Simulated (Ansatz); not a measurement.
# H₆IN₃Zr: how energies converge with the basis set

An exercise on one series of results from a longer session: the logs are not shown, and one member is left open.

The runs use Ansatz 0.2.0, Gaussian basis; one geometry, several basis sets.

Levels to be run: PBE0-D4/def2-SVP; ωB97M-V/def2-SVP; PBE0-D4/def2-QZVPP; ωB97M-V/def2-QZVPP; the functionals' def2-TZVPP values are taken from earlier runs.

2 further runs of the same task are left out: 2 that didn't finish.

## The relaxed structure

All runs share one geometry, relaxed beforehand with PBE0-D4 in a triple-zeta def2 set. Zr, I take the def2 core potential; no spin-orbit term is included.

SMILES `[NH2][Zr]([NH2])([NH2])[I]`, 11 atoms, charge 0, spin multiplicity 1.

Atoms are counted from 1 here; the program's logs count them from 0.

Bond lengths: N1–Zr2 2.021 Å, N1–H6 1.012 Å, N1–H7 1.010 Å, Zr2–N3 2.021 Å, Zr2–N4 2.021 Å, Zr2–I5 2.775 Å, N3–H8 1.010 Å, N3–H9 1.012 Å, N4–H10 1.012 Å, N4–H11 1.010 Å. Angles: Zr2–N1–H6 123.7°, Zr2–N1–H7 127.1°, H6–N1–H7 108.9°, N1–Zr2–N3 107.3°, N1–Zr2–N4 107.3°, N1–Zr2–I5 111.6°, N3–Zr2–N4 107.3°, N3–Zr2–I5 111.6°, N4–Zr2–I5 111.6°, Zr2–N3–H8 127.1°, Zr2–N3–H9 123.7°, H8–N3–H9 108.9°, Zr2–N4–H10 123.7°, Zr2–N4–H11 127.1°, H10–N4–H11 108.9°.

Geometry (Å):

```
N    -1.2702    1.3249   -0.4674
Zr    0.3443    0.2626    0.1225
N    -0.2432   -0.9255    1.6477
N     0.8628   -0.9441   -1.4130
I     2.4400    1.9217    0.8698
H    -1.6515    2.1042    0.0546
H    -1.7645    1.2453   -1.3448
H    -1.1760   -1.0163    2.0249
H     0.3966   -1.4599    2.2223
H     1.3259   -0.6181   -2.2523
H     0.8010   -1.9519   -1.4436
```

The first run:

in.yaml

```yaml
crystal:
  periodic: [false, false, false]
  atoms:
    - {symbol: N, position_ang: [-1.270214, 1.324857, -0.467377]}
    - {symbol: Zr, position_ang: [0.344277, 0.262620, 0.122528]}
    - {symbol: N, position_ang: [-0.243212, -0.925479, 1.647723]}
    - {symbol: N, position_ang: [0.862843, -0.944095, -1.413009]}
    - {symbol: I, position_ang: [2.439950, 1.921681, 0.869777]}
    - {symbol: H, position_ang: [-1.651458, 2.104204, 0.054550]}
    - {symbol: H, position_ang: [-1.764457, 1.245323, -1.344804]}
    - {symbol: H, position_ang: [-1.175952, -1.016267, 2.024863]}
    - {symbol: H, position_ang: [0.396568, -1.459928, 2.222341]}
    - {symbol: H, position_ang: [1.325934, -0.618094, -2.252300]}
    - {symbol: H, position_ang: [0.801020, -1.951924, -1.443589]}
basis:
  gaussian: {orbitals: def2-SVP}
hamiltonian: {xc: pbe0, dispersion: d4}
output: {orbitals: {seedname: orbitals}}
```

Run with:

```
> ansatz run in.yaml --threads 2 --pin off --events-out ev --progress --plain --max-ram 32768MiB --backend cpu
```

Among the steps run: PBE0-D4 in def2-SVP; ωB97M-V in def2-SVP; PBE0-D4 in def2-QZVPP; ωB97M-V in def2-QZVPP.

One table of the session follows, with a row left open; its other results are not shown here.

It belongs to the step «Density functionals: the series». 

```
functional       basis  HOMO (eV)
   PBE0-D4    def2-SVP          ?
   PBE0-D4  def2-TZVPP      -7.10
   PBE0-D4  def2-QZVPP      -7.13
   ωB97M-V    def2-SVP      -9.07
   ωB97M-V  def2-TZVPP      -9.22
   ωB97M-V  def2-QZVPP      -9.25
```

**Question.** Estimate the row for PBE0-D4, def2-SVP.

As computed: HOMO (eV): -6.97. In the column «HOMO (eV)» it is the highest.
